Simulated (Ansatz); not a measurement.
# Os: the cost of one run

Computed with Ansatz 0.2.0 (DFT PBEsol, scalar-relativistic, plane waves, PAW, unless a step's input says otherwise).

### 1 The structure to begin with

It takes space group P6_3/mmc (No. 194, hexagonal). Conventional cell: a = 2.746 Å, b = 2.746 Å, c = 4.326 Å, α = 90.00°, β = 90.00°, γ = 120.00°. Around Os (site symmetry -6m2) lie 12 Os at 2.68 to 2.75 Å.

As a file:

```cif
data_structure
_symmetry_space_group_name_H-M 'P 1'
_symmetry_Int_Tables_number 1
_cell_length_a 2.7461
_cell_length_b 2.7461
_cell_length_c 4.3263
_cell_angle_alpha 90.000
_cell_angle_beta 90.000
_cell_angle_gamma 120.000
_cell_volume 28.25
loop_
_atom_site_label
_atom_site_type_symbol
_atom_site_fract_x
_atom_site_fract_y
_atom_site_fract_z
_atom_site_occupancy
Os1 Os 0.33333 0.66667 0.25000 1
Os2 Os 0.66667 0.33333 0.75000 1
```

Source of the structure: the Materials Project (structure only).

(A quick probe on a coarse mesh, which set the mesh and smearing, is not shown.)

### 3 Relaxing cell and atoms

input.yaml

```yaml
crystal:
  lattice:
    - [2.7461342319, 0.0, 0.0]
    - [-1.373067116, 2.3782220071, 0.0]
    - [0.0, 0.0, 4.32631422]
  atoms:
    - { symbol: Os, position: [0.33333333, 0.66666667, 0.25] }
    - { symbol: Os, position: [0.66666667, 0.33333333, 0.75] }
basis:
  ecutwfc: 420
kpoints:
  mp_grid: { grid: [18, 18, 10] }
hamiltonian:
  xc: pbesol
scf:
  occupations: { method: gaussian, width: 0.1 }
output:
  forces: true
  stress: true
  eigenvalues: true
relax:
  adjacent_minimum: "off"
  f_tol: 0.005
  max_steps: 80
  cell: { stress_tol: 0.05 }
```

Q: Estimate wall time and peak memory on 2 threads of an x86-64 CPU, shared host.

About 9.9 s, with a peak of 0.5 GiB.
